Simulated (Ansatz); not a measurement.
# InSb3 (Pm-3m) in Ansatz: reference runs

Reference runs on InSb3: the cell as given and a disturbed copy.

Everything below comes from runs of Ansatz 0.2.0. Logs are shortened: lines on timing, memory, paths and dates and some standing lists are left out, and cuts for length are marked.

**1. The structure**

It takes space group Pm-3m (No. 221, cubic). The conventional cell has a = 4.806 Å, b = 4.806 Å, c = 4.806 Å, α = 90.00°, β = 90.00°, γ = 90.00°. Sb (site symmetry 4/mmm) is surrounded by 8 Sb at 3.40 Å and 4 In at 3.40 Å. Around In (site symmetry m-3m) lie 12 Sb at 3.40 Å.

The cell comes from a database or a generator and needn't be the stable form of this composition.

**2. Single point, PBEsol**

Contents of input.yaml:

```yaml
crystal:
  lattice:
    - [4.806367, 0.0, 0.0]
    - [0.0, 4.806367, 0.0]
    - [0.0, 0.0, 4.806367]
  atoms:
    - { symbol: Sb, position: [0.5, 0.5, 0.0] }
    - { symbol: Sb, position: [0.0, 0.5, 0.5] }
    - { symbol: Sb, position: [0.5, 0.0, 0.5] }
    - { symbol: In, position: [0.0, 0.0, 0.0] }
hamiltonian:
  xc: pbesol
  pseudopotentials: { kind: paw }
kpoints:
  mp_grid: { grid: [6, 6, 6] }
scf:
  occupations: { method: fermi_dirac, width: 0.05 }
output:
  forces: true
  stress: true
  eigenvalues: true
```

Potentials or basis: Ansatz PAW.

Started as:

```
$ ansatz run input.yaml --threads 2 --pin off --max-ram 5632MiB --backend cpu --events-out ev --progress --plain --runs-dir out
```

Log:

```text
Warning: RAYON_NUM_THREADS=2 ignored (pool sized by the plan → 2); use --threads N
Engine: ansatz 0.2.0, x86_64-unknown-linux-gnu
Pseudopotentials: kind: paw
Pseudopotential: Sb, paw, valence charge 15, recommended cutoff 420 eV (normal), Sb.paw.azcp
Pseudopotential: In, paw, valence charge 13, recommended cutoff 420 eV (normal), In.paw.azcp
Functional definition: PBEsol
  exchange = pbesol_x
  correlation = pbesol_c
Crystal: 4 atoms, lattice volume = 111.033 Å³
Basis set: ecut = 420 eV, 2109 PW (Γ), exchange–correlation on 72×72×72 points (8 copies of the dense FFT grid, shifted against one another)
Bands: 35, of which v1, the nominal top of the filled ones, is band 29 counted from 1 (28 counted from 0)
Symmetry: 48 space group operations
Space group: Pm-3m (ITA 221), of the structure as read, at distance tolerance 4.8e-5 Å
k-points: 20 of 216
Non-local potential: Sb, projectors of the file, l = 0: 2, l = 1: 2, l = 2: 2, l = 3: 2
Non-local potential: In, projectors of the file, l = 0: 2, l = 1: 2, l = 2: 2, l = 3: 2
PAW form: soft (Blöchl's): semilocal exchange-correlation on the pseudo side does not see the compensation charge
PAW frozen core: Sb, regenerated for the run's functional, and the local potential with it (the file was generated under x = pbe(κ = 0.804, μ = 0.2195149727645171), c = pbe(β = 0.06672455060314922))
PAW frozen core: In, regenerated for the run's functional, and the local potential with it (the file was generated under x = pbe(κ = 0.804, μ = 0.2195149727645171), c = pbe(β = 0.06672455060314922))
PAW one-centre angular grid: Sb, 590 points (default); XC on 64 Gauss nodes
PAW one-centre angular grid: In, 590 points (default); XC on 64 Gauss nodes
Initial density: superposition of atomic densities (neutral atoms: chi_scale 0, normalization atom), corrected by the library's trained network
Initial wavefunctions: pseudopotential atomic-orbital guess
Functional: x = pbesol(κ = 0.804, μ = 0.12345679012345678), c = pbesol(β = 0.046)
SCF iter   1: F=—  HF=-24749.013436 eV  |F-HF|=—  |Δ(HF+E_count)|=         —  Δρ=2.74e-3  dr2=1.02e-2  ethr=1.77e-3  ⟨swp⟩=7.2  Hψ=2932  notcnv=0
preconditioner: auto → Kerker (q_TF=auto, 2.448 Å⁻¹)  [metal: Δε(μ)=0.076 eV  Ē_g=10.596 eV  σ=0.050 eV  W_gap=0.34  n_scr=26 (ndim 8)  ℏωp=18.6 eV  f_vac=0.000  D(μ)=2.51/eV (n_scr^D=18)]
SCF iter   2: F=—  HF=-24749.007018 eV  |F-HF|=—  |Δ(HF+E_count)|=   6.42e-3  Δρ=1.76e-3  dr2=4.15e-3  ethr=1.76e-5  ⟨swp⟩=2.2  Hψ=1217  notcnv=0  defer=1
SCF iter   3: F=—  HF=-24749.005783 eV  |F-HF|=—  |Δ(HF+E_count)|=   1.23e-3  Δρ=7.18e-4  dr2=4.77e-4  ethr=7.15e-6  ⟨swp⟩=2.0  Hψ=1270  notcnv=0  defer=1
SCF iter   4: F=—  HF=-24749.005537 eV  |F-HF|=—  |Δ(HF+E_count)|=   2.46e-4  Δρ=2.54e-4  dr2=1.56e-4  ethr=8.22e-7  ⟨swp⟩=2.0  Hψ=1206  notcnv=0  defer=1
SCF iter   5: F=—  HF=-24749.005483 eV  |F-HF|=—  |Δ(HF+E_count)|=   5.35e-5  Δρ=6.79e-5  dr2=6.58e-6  ethr=2.70e-7  ⟨swp⟩=2.1  Hψ=1187  notcnv=0  defer=1
SCF iter   6: F=—  HF=-24749.005493 eV  |F-HF|=—  |Δ(HF+E_count)|=   9.10e-6  Δρ=3.18e-5  dr2=7.78e-7  ethr=1.13e-8  ⟨swp⟩=2.0  Hψ=1270  notcnv=0  defer=1
SCF iter   7: F=-24749.005492 eV  HF=-24749.005492 eV  |F-HF|=2.75e-8  |Δ(HF+E_count)|=   2.99e-7  Δρ=6.58e-6  dr2=3.68e-8  ethr=1.72e-10  ⟨swp⟩=5.8  Hψ=3193  notcnv=0
SCF 1 converged in 7 iterations: F = -24749.005492 eV  dr2 = 3.68e-8
SCF converged after 7 iterations
Free energy (F): -24749.005492 eV
Harris-Foulkes:  -24749.005492 eV  (|F-HF|=2.75e-8)
Internal energy: -24748.984113 eV  (E = F + TS)
E sigma→0 (E₀):  -24748.994803 eV
Entropy (-TS):   -0.021379 eV (-5.345 meV/atom)
Fermi energy:    10.627832 eV
--- Per-component energies (eV) ---
  E_band       = -492.850572
  E_kinetic    = 860.504482
  E_local      = -5511.193362  (includes V_loc(G=0)·N_el)
  E_nonlocal   = 1457.224745
  E_hartree    = 2432.238124
  E_xc         = -626.196784
  E_vxc        = -389.633310  (∫ρ·V_xc dr)
  E_paw        = -17576.660521  (= ΣΔE_a)
  E_vpaw       = -1774.240829  (= ΣTr[D̂ρ^β])
  E_aug_tail   = 0.000020  (compensation charges beyond the density's cutoff)
  E_ewald      = -5786.132290
  E_core_change = 1.231474  (= ΣΔE_core)
  E_smearing   = -0.021379  (= −TS)
  E_closure    = -0.000000  (closes the sum)
  Σ components = -24749.005492   (vs F -24749.005492, Δ=0.00e0)
--- Forces (eV/Å), atoms counted from 1 ---
  atom   1  Sb     0.00000000    -0.00000000     0.00000000
  atom   2  Sb     0.00000000     0.00000000    -0.00000000
  atom   3  Sb     0.00000000    -0.00000000    -0.00000000
  atom   4  In    -0.00000000     0.00000000    -0.00000000
  max |Σ_I F_I| component: 1.59e-28 eV/Å
--- Stress (GPa, compression-positive) ---
       -2.683925       0.000000       0.000000
        0.000000      -2.683925       0.000000
        0.000000       0.000000      -2.683925
  P = ⅓ Tr σ = -2.6839 GPa (-26.839 kbar)
--- Band table (eV; the first three rows and the last of 20) ---
  k-point 0: bands = ["-18.5763", "-18.5763", "-18.5763", "-18.5671", "-18.5348", "-18.5348", "-18.5171", "-18.5171", "-18.5171", "-18.5119", "-18.5119", "-18.4814", "-18.4758", "-18.4758", "-18.4758", "-3.8308", "-3.8308", "-3.8139", "-3.8139", "-3.8139", "-1.5610", "3.1284", "3.1284", "6.3377", "6.3377", "6.3377", "7.0124", "11.0572", "11.0572", "11.0572", "12.3444", "12.3444", "12.3444", "15.3293", "15.3293"]
  k-point 1: bands = ["-18.5756", "-18.5698", "-18.5698", "-18.5638", "-18.5346", "-18.5316", "-18.5177", "-18.5172", "-18.5172", "-18.5150", "-18.5118", "-18.4844", "-18.4825", "-18.4825", "-18.4758", "-3.8294", "-3.8269", "-3.8170", "-3.8170", "-3.8138", "-1.3925", "2.4617", "3.1636", "6.1068", "6.5344", "6.5344", "8.2589", "10.5467", "10.6173", "10.6173", "11.5369", "12.1344", "12.1344", "15.5760", "16.0009"]
  k-point 2: bands = ["-18.5743", "-18.5552", "-18.5522", "-18.5522", "-18.5341", "-18.5234", "-18.5229", "-18.5190", "-18.5177", "-18.5177", "-18.5117", "-18.5001", "-18.5001", "-18.4922", "-18.4758", "-3.8267", "-3.8232", "-3.8232", "-3.8192", "-3.8137", "-0.9054", "1.2609", "3.2379", "6.2055", "7.1004", "7.1004", "9.4214", "9.4214", "9.8043", "9.9055", "10.9050", "12.4302", "12.4302", "14.7795", "15.2952"]
  k-point 19: bands = ["-18.5522", "-18.5522", "-18.5522", "-18.5482", "-18.5482", "-18.5482", "-18.5415", "-18.5131", "-18.5131", "-18.5131", "-18.5096", "-18.5096", "-18.4817", "-18.4817", "-18.4817", "-3.8475", "-3.8475", "-3.8475", "-3.7978", "-3.7978", "1.6264", "1.6264", "1.6264", "5.0110", "5.6384", "5.6384", "5.6384", "5.8124", "14.1205", "14.1205", "14.1787", "14.1787", "14.1787", "16.9756", "16.9756"]
```

Run time: 2.2 s. Hardware: 2 threads of Intel Xeon Platinum 8375C at 2.90GHz (Ice Lake), shared host; peak memory 0.47 GiB.

Results:

```
Free energy            : -24749.0055 eV
Pressure               : -2.7 GPa
Band gap on the k mesh : none (metal or under the smearing width)
```

Caveat: the PAW data sets come from PBE, with cores solved anew for the run's functional, which leaves a small shift of forces and pressure. The run has no spin-orbit coupling, so splittings on Sb are missing.

**3. Single point, PBEsol (atoms moved at random, drawn with an rms of 0.05 Å)**

Contents of input.yaml:

```yaml
crystal:
  lattice:
    - [4.806367, 0.0, 0.0]
    - [0.0, 4.806367, 0.0]
    - [0.0, 0.0, 4.806367]
  atoms:
    - { symbol: Sb, position: [0.510502, 0.488691, -0.006253] }
    - { symbol: Sb, position: [0.000296, 0.508456, 0.504192] }
    - { symbol: Sb, position: [0.500957, -0.001292, 0.500491] }
    - { symbol: In, position: [-0.004256, -0.002761, 0.004105] }
hamiltonian:
  xc: pbesol
  pseudopotentials: { kind: paw }
kpoints:
  mp_grid: { grid: [6, 6, 6] }
scf:
  occupations: { method: fermi_dirac, width: 0.05 }
output:
  forces: true
  stress: true
  eigenvalues: true
```

Potentials or basis: Ansatz PAW.

Started as:

```
$ ansatz run input.yaml --threads 2 --pin off --max-ram 5632MiB --backend cpu --events-out ev --progress --plain --runs-dir out
```

Wall time 16 s (2 threads of Intel Xeon Platinum 8375C at 2.90GHz (Ice Lake), shared host); peak memory 0.64 GiB.

It converged, with:

```
Free energy            : -24749.0056 eV
Pressure               : -2.6 GPa
Largest force          : 0.079 eV/Å
Band gap on the k mesh : none (metal or under the smearing width)
```

Forces on the atoms (eV/Å):
```
Sb  -0.036 -0.031 -0.020
Sb   0.023  0.020  0.007
Sb  -0.063  0.004 -0.005
In   0.076  0.007  0.018
```

Levels at points of the mesh, in eV from the Fermi level:
```
              k point  band 26  band 27  band 28  band 29  band 30  band 31  band 32  band 33
   (0.00, 0.00, 0.00)    -4.29    -3.62     0.41     0.43     0.43     1.69     1.71     1.71
  (0.00, 0.00, -0.50)    -2.91    -2.14    -2.11    -1.11    -0.85     1.96     2.09     2.15
  (0.00, -0.50, 0.00)    -2.90    -2.13    -2.12    -1.13    -0.87     1.98     2.11     2.16
 (0.00, -0.50, -0.50)    -1.68    -1.67    -1.42    -1.11    -1.03    -0.49     1.01     3.25
  (-0.50, 0.00, 0.00)    -2.92    -2.14    -2.11    -1.10    -0.85     1.97     2.10     2.15
 (-0.50, 0.00, -0.50)    -1.68    -1.68    -1.39    -1.10    -1.09    -0.48     1.00     3.26
 (-0.50, -0.50, 0.00)    -1.68    -1.66    -1.42    -1.12    -1.03    -0.48     1.02     3.25
(-0.50, -0.50, -0.50)    -5.00    -4.98    -4.76     3.49     3.49     3.55     3.55     3.55
```

Caveat: the PAW data sets come from PBE, with cores solved anew for the run's functional, which leaves a small shift of forces and pressure. The run has no spin-orbit coupling, so splittings on Sb are missing.
